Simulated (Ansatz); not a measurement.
# C₃H₈O₃Si: relaxing the structure

Aim: relax C₃H₈O₃Si from a cheap starting geometry.

The runs use Ansatz 0.2.0, Gaussian basis; RKS PBE0-D4/def2-TZVP.

Levels to be run: relaxation at PBE0-D4/def2-TZVP.

1 further run of the same task is left out (set aside as unsound or not needed).

## Step 1: The starting structure

SMILES `CO[SiH2]OC(C)=O`, 15 atoms, charge 0, spin multiplicity 1.

Atoms are counted from 1 here; the program's logs count them from 0.

Bond lengths: C1–O2 1.400 Å, C1–H8 1.091 Å, C1–H9 1.092 Å, C1–H10 1.092 Å, O2–Si3 1.609 Å, Si3–O4 1.667 Å, Si3–H11 1.447 Å, Si3–H12 1.459 Å, O4–C5 1.327 Å, C5–C6 1.505 Å, C5–O7 1.201 Å, C6–H13 1.087 Å, C6–H14 1.088 Å, C6–H15 1.086 Å. Angles: O2–C1–H8 107.8°, O2–C1–H9 111.2°, O2–C1–H10 110.3°, H8–C1–H9 109.4°, H8–C1–H10 109.2°, H9–C1–H10 109.0°, C1–O2–Si3 131.9°, O2–Si3–O4 106.1°, O2–Si3–H11 100.4°, O2–Si3–H12 114.5°, O4–Si3–H11 111.5°, O4–Si3–H12 105.9°, H11–Si3–H12 118.0°, Si3–O4–C5 123.8°, O4–C5–C6 112.4°, O4–C5–O7 122.7°, C6–C5–O7 124.9°, C5–C6–H13 109.6° and more.

As a file:

```xyz
15
C3H8O3Si
C     0.2827    1.8431   -2.1192
O     1.2206    1.0280   -1.4752
Si    1.0966   -0.4292   -0.8038
O    -0.0159   -0.2769    0.4279
C    -0.2150   -1.1986    1.3623
C    -1.2802   -0.7963    2.3466
O     0.3972   -2.2311    1.3952
H     0.7434    2.8187   -2.2786
H    -0.6178    1.9629   -1.5140
H     0.0076    1.4135   -3.0851
H     2.4384   -0.5932   -0.2887
H     0.5722   -1.4613   -1.6921
H    -1.0661    0.1984    2.7296
H    -2.2405   -0.7637    1.8354
H    -1.3232   -1.5142    3.1597
```

The start is a GFN2-xTB geometry.

## Step 2: Geometry optimisation, PBE0-D4/def2-TZVP

File in.yaml:

```yaml
crystal:
  periodic: [false, false, false]
  atoms:
    - {symbol: C, position_ang: [0.282650, 1.843110, -2.119240]}
    - {symbol: O, position_ang: [1.220630, 1.027990, -1.475160]}
    - {symbol: Si, position_ang: [1.096640, -0.429210, -0.803850]}
    - {symbol: O, position_ang: [-0.015910, -0.276930, 0.427920]}
    - {symbol: C, position_ang: [-0.215010, -1.198550, 1.362300]}
    - {symbol: C, position_ang: [-1.280230, -0.796280, 2.346590]}
    - {symbol: O, position_ang: [0.397210, -2.231070, 1.395190]}
    - {symbol: H, position_ang: [0.743420, 2.818660, -2.278580]}
    - {symbol: H, position_ang: [-0.617790, 1.962920, -1.514030]}
    - {symbol: H, position_ang: [0.007600, 1.413470, -3.085110]}
    - {symbol: H, position_ang: [2.438390, -0.593230, -0.288660]}
    - {symbol: H, position_ang: [0.572170, -1.461340, -1.692120]}
    - {symbol: H, position_ang: [-1.066150, 0.198380, 2.729610]}
    - {symbol: H, position_ang: [-2.240460, -0.763680, 1.835400]}
    - {symbol: H, position_ang: [-1.323160, -1.514240, 3.159750]}
basis:
  gaussian: {orbitals: def2-TZVP}
hamiltonian: {xc: pbe0, dispersion: d4}
relax: {f_tol: 0.005, max_steps: 150}
```

Command:

```
ansatz run in.yaml --threads 2 --pin off --events-out ev --progress --plain --max-ram 20480MiB --backend cuda --devices 0, --max-vram 18GiB
```

**Question.** What will the summary of the whole plan be? Wanted: point group; shift from the start; total energy; dispersion term; dipole moment.

The runs gave:

```
                  quantity           value
               point group              C1
                     steps              17
shift from the start (rms)         0.282 Å
              total energy  -17253.2652 eV
           dispersion term        -266 meV
             dipole moment          2.67 D
```

What this shows: The atoms moved 0.28 Å (rms) from the start; the bond that changed most is Si3–O4, from 1.667 to 1.695 Å. No vibrations were run, so it is not proven to be a minimum. The largest Mulliken charge, +0.48 e, sits on Si3.
